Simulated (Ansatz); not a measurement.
**AlBH₆N₂: a ladder of functionals and wavefunction methods**

How much do the methods differ for AlBH₆N₂? The plan is to run it at one geometry with functionals of several rungs and with coupled cluster. The yardstick is the atomisation energy at the CCSD(T) limit.

Program: Ansatz 0.2.0, Gaussian basis. Level of theory: functionals in def2-TZVPP, the program's frozen cores in correlated methods. These are calculated values, not measurements.

Levels to be run: LDA (SPW92), PBE-D4, revPBE-D4, BLYP-D4, r2SCAN-D4, B97M-V, PBE0-D4, B3LYP-D4, r2SCANh-D4, r2SCAN0-D4, HSE06-D4, BHLYP-D4, CAM-B3LYP-D4, LC-ωPBE, ωB97X-V, ωB97M-V, B2PLYP, PBE-QIDH; CCSD(T)/def2-SVP; CCSD(T)/def2-TZVPP; MP2/def2-QZVPP; extrapolation to the limit; RPA on PBE.

**1. The geometry**

The geometry comes from an earlier relaxation with PBE0-D4 in a triple-zeta def2 set; it is a stationary point, not always the lowest conformer.

SMILES `[BH2][Al]([NH2])[NH2]`, 10 atoms, charge 0, spin multiplicity 1.

Atoms are counted from 1 here; the program's logs count them from 0.

Bond lengths: B1–Al2 2.129 Å, B1–H5 1.200 Å, B1–H6 1.200 Å, Al2–N3 1.776 Å, Al2–N4 1.776 Å, N3–H7 1.007 Å, N3–H8 1.007 Å, N4–H9 1.007 Å, N4–H10 1.007 Å. Angles: Al2–B1–H5 122.9°, Al2–B1–H6 122.9°, H5–B1–H6 114.2°, B1–Al2–N3 120.8°, B1–Al2–N4 120.8°, N3–Al2–N4 118.3°, Al2–N3–H7 126.5°, Al2–N3–H8 123.6°, H7–N3–H8 109.9°, Al2–N4–H9 123.6°, Al2–N4–H10 126.5°, H9–N4–H10 109.9°.

**2. LDA**

This LDA is Slater exchange with PW92 correlation.

in.yaml

```yaml
crystal:
  periodic: [false, false, false]
  atoms:
    - {symbol: B, position_ang: [-1.679499, 0.368911, -1.043379]}
    - {symbol: Al, position_ang: [0.099770, -0.025136, 0.056661]}
    - {symbol: N, position_ang: [0.967370, -1.562583, -0.135644]}
    - {symbol: N, position_ang: [0.754068, 1.175112, 1.190121]}
    - {symbol: H, position_ang: [-1.816294, 0.059164, -2.195044]}
    - {symbol: H, position_ang: [-2.633495, 0.918704, -0.565235]}
    - {symbol: H, position_ang: [1.747051, -1.883530, 0.414920]}
    - {symbol: H, position_ang: [0.732090, -2.251784, -0.830858]}
    - {symbol: H, position_ang: [0.273254, 2.022848, 1.442776]}
    - {symbol: H, position_ang: [1.638785, 1.127292, 1.668683]}
basis:
  gaussian: {orbitals: def2-TZVPP}
hamiltonian: {xc: lda}
output: {orbitals: {seedname: orbitals}}
```

Launch:

```bash
$ ansatz run in.yaml --threads 2 --pin off --events-out ev --progress --plain --max-ram 4352MiB
```

After this run come: PBE-D4 (GGA); revPBE-D4 (GGA); BLYP-D4 (GGA); r2SCAN-D4 (meta-GGA); B97M-V (meta-GGA); B3LYP-D4 (hybrid); r2SCANh-D4 (hybrid); r2SCAN0-D4 (hybrid); HSE06-D4 (hybrid); BHLYP-D4 (hybrid); CAM-B3LYP-D4 (range-separated); LC-ωPBE (range-separated); ωB97X-V (range-separated); ωB97M-V (range-separated); B2PLYP (double hybrid); PBE-QIDH (double hybrid); CCSD(T) in def2-SVP; CCSD(T) in def2-TZVPP; MP2 in def2-QZVPP; RPA on PBE orbitals.

Q: Predict the results of all the runs planned. Wanted: atomisation energy, CCSD(T)/CBS; farthest beyond LDA; mean size of error, GGA; mean size of error, meta-GGA; mean size of error, hybrid; mean size of error, range-separated; mean size of error, double hybrid; gap, smallest and largest; T1 diagnostic.

The runs gave:

| quantity | value |
| --- | --- |
| atomisation energy, CCSD(T)/CBS | 3297.2 kJ/mol |
| functionals within 16.5 kJ/mol (0.5 %) | BLYP-D4, r2SCAN-D4, B97M-V, LC-ωPBE |
| farthest beyond LDA | BHLYP-D4 (-69.9 kJ/mol) |
| mean size of error, GGA | 32.4 kJ/mol |
| mean size of error, meta-GGA | 7.9 kJ/mol |
| mean size of error, hybrid | 35.9 kJ/mol |
| mean size of error, range-separated | 20.4 kJ/mol |
| mean size of error, double hybrid | 37.0 kJ/mol |
| gap, smallest and largest | 2.15 eV (LDA (SPW92)), 9.74 eV (LC-ωPBE) |
| T1 diagnostic | 0.0106 |
| triples share of the correlation energy | 3.5 % |

In words: The LDA atomisation energy is off by 422.6 kJ/mol (13 %): it overbinds. PBE-D4 is off by +38.6 kJ/mol. Double hybrids carry the basis error of their MP2 part in triple zeta, and no dispersion term here, so their miss is partly the set-up's. By mean error the best rung here is meta-GGA (7.9 kJ/mol) and the worst beyond LDA is double hybrid (37.0 kJ/mol). Misses under about 16.5 kJ/mol are within the doubt on the reference itself, which lacks core-valence correlation, relativity and higher excitations. Hartree-Fock recovers 71 % of the binding; the rest is correlation. CCSD(T) in def2-SVP is off by -248.0 kJ/mol, more than most functionals: a good method in a small basis is no reference. The gap grows from 2.1 to 9.7 eV across the functionals, mostly with the share of exact exchange.
